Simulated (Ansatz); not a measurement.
# GaAs (F-43m): Si in place of Ga, part 1 of 2

What happens around Si in place of Ga in GaAs (F-43m)? The defect sits in a supercell of 32 host atoms, whose cell is held.

Method: DFT PBE, scalar-relativistic, plane waves, PAW, in Ansatz 0.2.0.

1 further run of the same task is left out (set aside as unsound or not needed).

**1. Starting point**

The cell holds 32 atoms (As16Ga15Si): a = 9.952 Å, b = 9.952 Å, c = 9.952 Å, α = 109.47°, β = 109.47°, γ = 109.47°.

The coordinates of this cell stand in the input of its own run.

The host was relaxed before at PBE: a = 5.746 Å, b = 5.746 Å, c = 5.746 Å, α = 90.00°, β = 90.00°, γ = 90.00° (conventional cell), 23.714 Å³/atom.

Places, in fractions of the supercell: Si in place of Ga at (0.250, 0.500, 0.250). The start keeps the symmetry of the ideal site.

**2. The perfect crystal in the supercell of 32 atoms**

input.yaml

```yaml
crystal:
  lattice:
    - [-5.7459815546, -5.7459815546, 5.7459815546]
    - [5.7459815546, 5.7459815546, 5.7459815546]
    - [-5.7459815546, 5.7459815546, -5.7459815546]
  atoms:
    - { symbol: Ga, position: [0.25, 0.5, 0.25] }
    - { symbol: Ga, position: [0.5, 0.5, 0.0] }
    - { symbol: Ga, position: [0.25, 0.75, 0.0] }
    - { symbol: Ga, position: [0.75, 0.5, 0.75] }
    - { symbol: Ga, position: [0.5, 0.75, 0.75] }
    - { symbol: Ga, position: [0.25, 0.0, 0.75] }
    - { symbol: Ga, position: [0.0, 0.5, 0.5] }
    - { symbol: Ga, position: [0.75, 0.75, 0.5] }
    - { symbol: Ga, position: [0.5, 0.0, 0.5] }
    - { symbol: Ga, position: [0.25, 0.25, 0.5] }
    - { symbol: Ga, position: [0.0, 0.75, 0.25] }
    - { symbol: Ga, position: [0.75, 0.0, 0.25] }
    - { symbol: Ga, position: [0.5, 0.25, 0.25] }
    - { symbol: Ga, position: [0.0, 0.0, 0.0] }
    - { symbol: Ga, position: [0.75, 0.25, 0.0] }
    - { symbol: Ga, position: [0.0, 0.25, 0.75] }
    - { symbol: As, position: [0.0, 0.25, 0.0] }
    - { symbol: As, position: [0.25, 0.25, 0.75] }
    - { symbol: As, position: [0.0, 0.5, 0.75] }
    - { symbol: As, position: [0.5, 0.25, 0.5] }
    - { symbol: As, position: [0.25, 0.5, 0.5] }
    - { symbol: As, position: [0.0, 0.75, 0.5] }
    - { symbol: As, position: [0.75, 0.25, 0.25] }
    - { symbol: As, position: [0.5, 0.5, 0.25] }
    - { symbol: As, position: [0.25, 0.75, 0.25] }
    - { symbol: As, position: [0.0, 0.0, 0.25] }
    - { symbol: As, position: [0.75, 0.5, 0.0] }
    - { symbol: As, position: [0.5, 0.75, 0.0] }
    - { symbol: As, position: [0.25, 0.0, 0.0] }
    - { symbol: As, position: [0.75, 0.75, 0.75] }
    - { symbol: As, position: [0.5, 0.0, 0.75] }
    - { symbol: As, position: [0.75, 0.0, 0.5] }
basis:
  ecutwfc: 420
  xc_grid: 2
kpoints:
  mp_grid: { grid: [3, 3, 3], shift: [0.0, 0.0, 0.0] }
hamiltonian:
  xc: pbe
scf:
  occupations: { method: gaussian, width: 0.05 }
output:
  forces: true
  stress: true
  eigenvalues: true
```

Run with:

```console
> ansatz run input.yaml --threads 8 --pin off --max-ram 16384MiB --backend cpu --events-out ev --progress --plain --runs-dir out
```

What it wrote, cut to the lines that bear on the results:

```text
Warning: RAYON_NUM_THREADS=8 ignored (pool sized by the plan → 8); use --threads N
[...]
Pseudopotentials: kind: paw
Pseudopotential: Ga, paw, valence charge 13, recommended cutoff 420 eV (normal), Ga.paw.azcp
Pseudopotential: As, paw, valence charge 15, recommended cutoff 420 eV (normal), As.paw.azcp
Functional definition: PBE
[...]
Crystal: 32 atoms, lattice volume = 758.844 Å³
Basis set: ecut = 420 eV, 14771 PW (Γ), exchange–correlation on 144×144×144 points (8 copies of the dense FFT grid, shifted against one another)
Bands: 269, of which v1, the nominal top of the filled ones, is band 224 counted from 1 (223 counted from 0)
Symmetry: 384 space group operations
Space group: F-43m (ITA 216), of the structure as read, at distance tolerance 9.1e-5 Å
k-points: 4 of 27 (time reversal used)
[...]
SCF iter   1: F=—  HF=-138237.769485 eV  |F-HF|=—  |Δ(HF+E_count)|=         —  Δρ=1.87e-3  dr2=4.82e-2  ethr=1.77e-3  ⟨swp⟩=5.8  Hψ=3746  notcnv=0  defer=23
[...]
SCF iter   8: F=-138237.744799 eV  HF=-138237.744799 eV  |F-HF|=4.82e-8  |Δ(HF+E_count)|=   8.97e-7  Δρ=1.38e-6  dr2=1.33e-8  ethr=2.23e-11  ⟨swp⟩=8.8  Hψ=4740  notcnv=0
[...]
SCF converged after 8 iterations
Free energy (F): -138237.744799 eV
[...]
E sigma→0 (E₀):  -138237.744654 eV
Entropy (-TS):   -0.000290 eV (-0.009 meV/atom)
Fermi energy:    7.624452 eV
[...]
--- Forces (eV/Å), atoms counted from 1 ---
  atom   1  Ga     0.00000000    -0.00000000    -0.00000000
  atom   2  Ga     0.00000000    -0.00000000     0.00000000
  atom   3  Ga     0.00000000    -0.00000000    -0.00000000
  atom   4  Ga     0.00000000    -0.00000000    -0.00000000
  atom   5  Ga     0.00000000    -0.00000000     0.00000000
  atom   6  Ga     0.00000000    -0.00000000     0.00000000
  atom   7  Ga     0.00000000    -0.00000000     0.00000000
  atom   8  Ga     0.00000000    -0.00000000     0.00000000
[...]
--- Stress (GPa, compression-positive) ---
       -0.046185       0.000000      -0.000000
        0.000000      -0.046185       0.000000
       -0.000000       0.000000      -0.046185
  P = ⅓ Tr σ = -0.0462 GPa (-0.462 kbar)
--- Band table (eV) ---
[...]
```

Run time: 15 s. Hardware: 8 threads of Arm Neoverse V1, shared host; peak memory 3.6 GiB.

Result: volume 23.714 Å³/atom, pressure -0.05 GPa, gap on the mesh 0.16 eV.

**3. Charge 0, atoms relaxed**

Changes to input.yaml since step 2:

```diff
@@ -6,3 +6,3 @@
   atoms:
-    - { symbol: Ga, position: [0.25, 0.5, 0.25] }
+    - { symbol: Si, position: [0.25, 0.5, 0.25] }
     - { symbol: Ga, position: [0.5, 0.5, 0.0] }
@@ -49,3 +49,11 @@
   forces: true
-  stress: true
+  stress: false
   eigenvalues: true
+  write_density: true
+  write_potential: true
+  elf: true
+  volumetric_format: npy
+relax:
+  adjacent_minimum: "off"
+  f_tol: 0.03
+  max_steps: 40
```

Run with:

```console
> ansatz run input.yaml --threads 8 --pin off --max-ram 16384MiB --backend cpu --events-out ev --progress --plain --runs-dir out
```

What it wrote, cut to the lines that bear on the results:

```text
Warning: RAYON_NUM_THREADS=8 ignored (pool sized by the plan → 8); use --threads N
[...]
[... 1 set-up line as earlier in the session ...]
Pseudopotential: Si, paw, valence charge 4, recommended cutoff 420 eV (normal), Si.paw.azcp
[... 3 set-up lines as earlier in the session ...]
[...]
Crystal: 32 atoms, lattice volume = 758.844 Å³
Basis set: ecut = 420 eV, 14771 PW (Γ), exchange–correlation on 144×144×144 points (8 copies of the dense FFT grid, shifted against one another)
Bands: 264, of which v1, the nominal top of the filled ones, is band 220 counted from 1 (219 counted from 0)
Symmetry: 24 space group operations
Space group: I-43m (ITA 217), of the structure as read, at distance tolerance 9.1e-5 Å
k-points: 4 of 27 (time reversal used)
[...]
relax step   3: F+E_penalty+E_count = -135089.20431738 eV  Δ(F+E_penalty+E_count) = -5.514e-3 eV  max|allowed force component| = 2.361e-2 eV/Å  Δτ_max = 0.0167 Å  (7 SCF iters, accepted)
SCF converged after 7 iterations
Free energy (F): -135089.204317 eV
[...]
E sigma→0 (E₀):  -135089.201421 eV
Entropy (-TS):   -0.005794 eV (-0.181 meV/atom)
Fermi energy:    8.757334 eV
[...]
--- Forces (eV/Å), atoms counted from 1 ---
  atom   1  Si    -0.00000000    -0.00000000    -0.00000000
  atom   2  Ga    -0.00942405    -0.00209217     0.00209217
  atom   3  Ga     0.00209217     0.00942405     0.00209217
  atom   4  Ga    -0.00000000     0.00000000     0.00000000
  atom   5  Ga    -0.00209217     0.00209217    -0.00942405
  atom   6  Ga    -0.00000000    -0.00000000     0.00000000
  atom   7  Ga    -0.00942405     0.00209217    -0.00209217
  atom   8  Ga    -0.00209217    -0.00942405     0.00209217
[...]
--- Band table (eV) ---
[...]
```

(Continued in part 2 of 2.)
